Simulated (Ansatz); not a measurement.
Relaxation of a periodic cell of 13 atoms, LiSc12 (host Sc, host structure hcp, interstitial Li), to a largest force component of 0.03 eV/Å in at most 60 steps.

Method: DFT PBE-D3(BJ), scalar-relativistic, plane waves, PAW (Ansatz). Settings: cutoff 420 eV, k mesh 3x2x3, gaussian smearing 0.1 eV, no spin polarisation.

```xyz
13
Lattice="6.6200 0.0000 0.0000 -4.9650 8.5996 0.0000 0.0000 0.0000 5.2761" Properties=species:S:1:pos:R:3
Sc 0.000 0.000 0.000
Sc 0.000 1.911 2.638
Sc -1.655 2.867 0.000
Sc -1.655 4.778 2.638
Sc -3.310 5.733 0.000
Sc -3.310 7.644 2.638
Sc 3.310 0.000 0.000
Sc 3.310 1.911 2.638
Sc 1.655 2.867 0.000
Sc 1.655 4.778 2.638
Sc 0.000 5.733 0.000
Sc 0.000 7.644 2.638
Li -1.696 6.725 -1.356
```

Question: Where does it end, and by what steps?

Answer: The run converged. The force dipped under the threshold on the way, but the program's further checks kept it going. Limits of this set-up: coarse k mesh, a small cell, in which the defect meets its images, a typed lattice constant that wasn't relaxed here. After 14 steps the energy has fallen by 1.562 eV; Li13 moved furthest, 0.94 Å.

```csv
step,energy less start (eV),largest force component (eV/Å),accepted
0,0.0000,1.718,yes
1,-1.2935,0.469,yes
2,-1.4783,0.231,yes
3,-1.4759,0.202,no
4,-1.4994,0.047,yes
5,-1.5029,0.045,yes
6,-1.5082,0.053,yes
7,-1.5180,0.084,yes
8,-1.5315,0.090,yes
9,-1.5553,0.054,yes
10,-1.5608,0.024,yes
11,-1.5608,0.024,yes
12,-1.5609,0.039,yes
13,-1.5616,0.017,yes
14,-1.5616,0.017,yes
```

```xyz
13
Lattice="6.6200 0.0000 0.0000 -4.9650 8.5996 0.0000 0.0000 0.0000 5.2761" Properties=species:S:1:pos:R:3
Sc 0.022 0.057 0.012
Sc 0.049 1.964 2.701
Sc -1.668 2.771 0.074
Sc -1.732 4.314 2.698
Sc -3.345 5.739 0.132
Sc -3.533 7.893 2.646
Sc 3.289 0.003 0.076
Sc 3.290 1.806 2.738
Sc 1.694 2.926 0.109
Sc 1.624 4.902 2.784
Sc 0.001 5.700 0.146
Sc 0.240 7.922 2.641
Li -1.628 6.594 -2.285
```

Whether the end is a true minimum wasn't checked by a vibrational analysis.

The run took 95 s on 2 threads of Intel(R) Xeon(R) CPU @ 2.60GHz (Ice Lake) (shared host), peak memory 0.74 GiB.
